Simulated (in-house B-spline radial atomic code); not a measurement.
# Excitations of Cs⁷⁺ as exact exchange is dialled in

One table from this session's results is given with a row withheld; the runs are named, their logs left out.

Program: in-house B-spline radial atomic code version 1. Level of theory: linear response of a closed shell, each method with its own adiabatic kernel; spin-free one-electron X2C, finite nucleus; B-spline basis; no spin-orbit coupling, no double excitations; only terms of natural parity, (−1)^L, with L up to 3 are computed. These are calculated values, not measurements, unless marked.

## Starting point

| Property | Result |
| --- | --- |
| element | caesium (Z = 55) |
| charge | +7 |
| configuration | [Kr] 4d10 5s2 |
| runs | 0 % exact exchange; 10 % exact exchange; 20 % exact exchange; 30 % exact exchange; 40 % exact exchange; 50 % exact exchange; 60 % exact exchange; 70 % exact exchange; 80 % exact exchange; 90 % exact exchange; 100 % exact exchange |

The outer shells:

Cs⁷⁺
```
[Kr] core
4d [↑↓][↑↓][↑↓][↑↓][↑↓]
5s [↑↓]
```

The first run:

Settings, as recorded:

```ini
Z = 55
electrons = 48.0
configuration = [Kr] 4d10 5s2
hamiltonian = x2c
method = pbeh
box_radius = 12.81
exact_exchange_fraction = 0.0
rms_radius = 4.8041
intervals = 69
```

Launch:

```
python run_td.py task.json out
```

The settings of every run stand in task.json; they run in order.

Among the steps run: 0 % exact exchange.

One table of the session follows, with a row left open; its other results are not shown here.

It belongs to the step «0 % exact exchange». 

| state | full (eV) | Tamm-Dancoff (eV) |
| --- | --- | --- |
| 5s→5p ³P | 15.403 | 15.493 |
| 5s→5p ¹P | ? | ? |
| 5s→4f ³F | 30.818 | 30.865 |
| 5s→4f ¹F | 31.924 | 31.928 |
| 5s→5d ³D | 39.677 | 39.707 |
| 5s→5d ¹D | 41.361 | 41.399 |
| 5s→6s ³S | 51.432 | 51.436 |
| 5s→6s ¹S | 52.463 | 52.507 |
| 5s→6p ³P | 58.219 | 58.225 |
| 5s→6p ¹P | 58.624 | 58.657 |
| 5s→5f ³F | 63.938 | 63.945 |
| 5s→5f ¹F | 64.079 | 64.082 |
| 5s→6d ³D | 68.382 | 68.388 |
| 5s→6d ¹D | 68.741 | 68.753 |

**Question.** Estimate the row for 5s→5p ¹P.

**Answer.** full (eV): 20.017; Tamm-Dancoff (eV): 20.702. In the column «full (eV)» it lies between 5s→5p ³P (15.403) and 5s→4f ³F (30.818).
